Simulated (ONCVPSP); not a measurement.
# N: the cost of one run

The numbers are computed with ONCVPSP 4.0.1.1 (patched build) (PBE, scalar-relativistic, spin-unpolarised reference atom).

## (1) The atom and the settings

Typed settings, in words:

* element: nitrogen (N, Z = 7)
* type: optimised norm-conserving Vanderbilt (ONCV)
* frozen core: [He]
* valence charge: 5
* reference configuration: 2s1.5 2p3.5
* partial waves: 2s: rc 1.05 bohr, ncon 4, nbas 8, qcut 5.3 1/bohr, local; 2p: rc 2.05 bohr, ncon 3, nbas 6, qcut 6.4 1/bohr, 3 projectors, debl 3.1 Ha; d scattering state at 0.15 Ha: rc 1.60 bohr, ncon 4, nbas 8, qcut 5.2 1/bohr, 2 projectors, debl 2.5 Ha
* local potential: the s channel
* core correction: Teter function, fcfact 5.5, rcfact 1.7

The nodes and maxima of the atom's own shells, from an earlier all-electron run, set the scale for the radii.

All-electron outer shells of the reference configuration (PBE, scalar-relativistic, ld1.x):

```csv
shell,level (eV),outermost node (bohr),outermost maximum (bohr)
1s,-385.14,–,0.15
2s,-18.81,0.32,1.02
2p,-7.30,–,0.97
```

## (2) Generating the potential

N.dat reads:

```
# ATOM AND REFERENCE CONFIGURATION
# atsym  z   nc   nv     iexc    psfile
  N 7.00    1    2        4      upf
#
#   n    l    f
    1    0    2.00
    2    0    1.50
    2    1    3.50
#
# PSEUDOPOTENTIAL AND OPTIMIZATION
# lmax
    2
#
#   l,   rc,      ep,       ncon, nbas, qcut
    0    1.05    0.00    4    8    5.30
    1    2.05    0.00    3    6    6.40
    2    1.60    0.15    4    8    5.20
#
# LOCAL POTENTIAL
# lloc, lpopt,  rc(5),   dvloc0
    0    5    1.05    0.00
#
# VANDERBILT-KLEINMAN-BYLANDER PROJECTORs
# l, nproj, debl
    0    0    1.90
    1    3    3.10
    2    2    2.50
#
# MODEL CORE CHARGE
# icmod, fcfact, rcfact
    3    5.50    1.70
#
# LOG DERIVATIVE ANALYSIS
# epsh1, epsh2, depsh
   -2.00    5.00    0.02
#
# OUTPUT GRID
# rlmax, drl
    6.00    0.01
#
# TEST CONFIGURATIONS
# ncnf
    4
# nvcnf
#   n    l    f
    2
    2    0    2.00
    2    1    3.00
#
    2
    2    0    2.00
    2    1    2.00
#
    2
    2    0    2.00
    2    1    1.00
#
    2
    2    0    1.00
    2    1    3.00
#
```

On the command line:

```bash
$ oncvpsp.x < N.dat > N.out
```

**Question.** How long does this run take on 1 thread of Neoverse-N1, shared host?

About 4 s.
